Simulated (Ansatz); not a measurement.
# GaC+ (singlet): from Hartree-Fock to the top rungs at distance C1–Ga2 = 3.217 Å, cc-pVDZ

An exercise on one series of results from a longer session: the logs are not shown, and one member is left open.

Program: Ansatz 0.2.0, Gaussian basis. Level of theory: cc-pVDZ, core rule «outside noble gas», up to 15 orbitals frozen. These are calculated values, not measurements.

To be run: UHF; CCSD(T) on RHF; CCSD(T) on UHF; BCCD(T) on RHF; CISD; CCSDT(Q) on RHF; CCSDT(Q) on UHF; CCSDTQ on RHF; CASSCF and MRCISD+Q, 2 electrons in 2 orbitals; CASSCF and NEVPT2, 2 electrons in 2 orbitals; CASSCF and MRCISD+Q, 6 electrons in 8 orbitals; CASSCF and MRCISD+Q(relaxed), 6 electrons in 8 orbitals; CASSCF and NEVPT2, 6 electrons in 8 orbitals; Full CI.

35 further runs of the same task are left out: 9 for a known fault of the program, 19 that didn't finish, 7 set aside as unsound or not needed. Runs told in other sessions of the task aren't counted.

## The system

The geometry derives from a PBE0/def2-TZVP stationary point (not a proven minimum). One bond is set to the value named and the two fragments are kept rigid. No spin-orbit coupling is included. The filled d shell of Ga may be among the frozen orbitals whatever the setting's name suggests.

2 atoms, charge 1, spin multiplicity 1.

Atoms are counted from 1 here; the program's logs count them from 0.

No contacts short enough for the rule that draws bonds.

The first run:

The input, in.yaml:

```yaml
crystal:
  periodic: [false, false, false]
  atoms:
    - {symbol: C, position_ang: [0.000000, 0.000000, 0.000000]}
    - {symbol: Ga, position_ang: [0.000000, 0.000000, 3.217000]}
basis:
  gaussian: {orbitals: cc-pVDZ}
total_charge: 1
magnetization: {spin_polarized: true, initial_magnetization: 0}
hamiltonian: {xc: hf}
output: {orbitals: {seedname: orbitals}}
```

On the command line:

```
$ ansatz run in.yaml --threads 1 --pin off --events-out ev --progress --plain --max-ram 2393MiB
```

Steps of the session up to this table: UHF; CCSD(T) on RHF; CCSD(T) on UHF; BCCD(T) on RHF; CISD; CCSDT(Q) on RHF; CCSDT(Q) on UHF; CCSDTQ on RHF; CASSCF and MRCISD+Q, 2 electrons in 2 orbitals; CASSCF and NEVPT2, 2 electrons in 2 orbitals; CASSCF and MRCISD+Q, 6 electrons in 8 orbitals; CASSCF and MRCISD+Q(relaxed), 6 electrons in 8 orbitals; CASSCF and NEVPT2, 6 electrons in 8 orbitals; Full CI.

One of the session's tables, all rows but one given; the rest of the session is left out.

| method | from FCI (meV) |
| --- | --- |
| RHF | +3921.2 |
| RMP2 | +1391.0 |
| CISD | +461.4 |
| RCCSD | +157.4 |
| RCCSD(T) | +73.9 |
| BCCD(T) | +73.0 |
| RCCSDT | +46.8 |
| RCCSDT(Q) | +23.5 |
| RCCSDTQ | +0.7 |
| CASSCF pair | +3348.2 |
| MRCISD pair | +349.9 |
| MRCISD+Q pair | ? |
| FCI | 0 |

Estimate the missing values for MRCISD+Q pair.

The run gave: from FCI (meV): -40.2. In the column «from FCI (meV)» it is the lowest.

Not comparable, so not listed: CASSCF and NEVPT2, 2 electrons in 2 orbitals (they don't share determinant, frozen orbitals or solution with the rows shown, or repeat one).

Caveats from the session: Left out of the table: CASSCF valence, NEVPT2 valence, MRCISD valence, MRCISD+Q valence (the active space lost an orbital or holds another state than full CI finds). Left out of the table: UHF, UMP2, UCCSD, UCCSD(T), UCCSDT, UCCSDT(Q), MRCISD+Q(relaxed) valence (another determinant or state than the rows shown). MRCISD+Q pair falls below full CI: the +Q correction isn't variational, and the cores differ from full CI's. Warnings in the runs' records: passed over end.
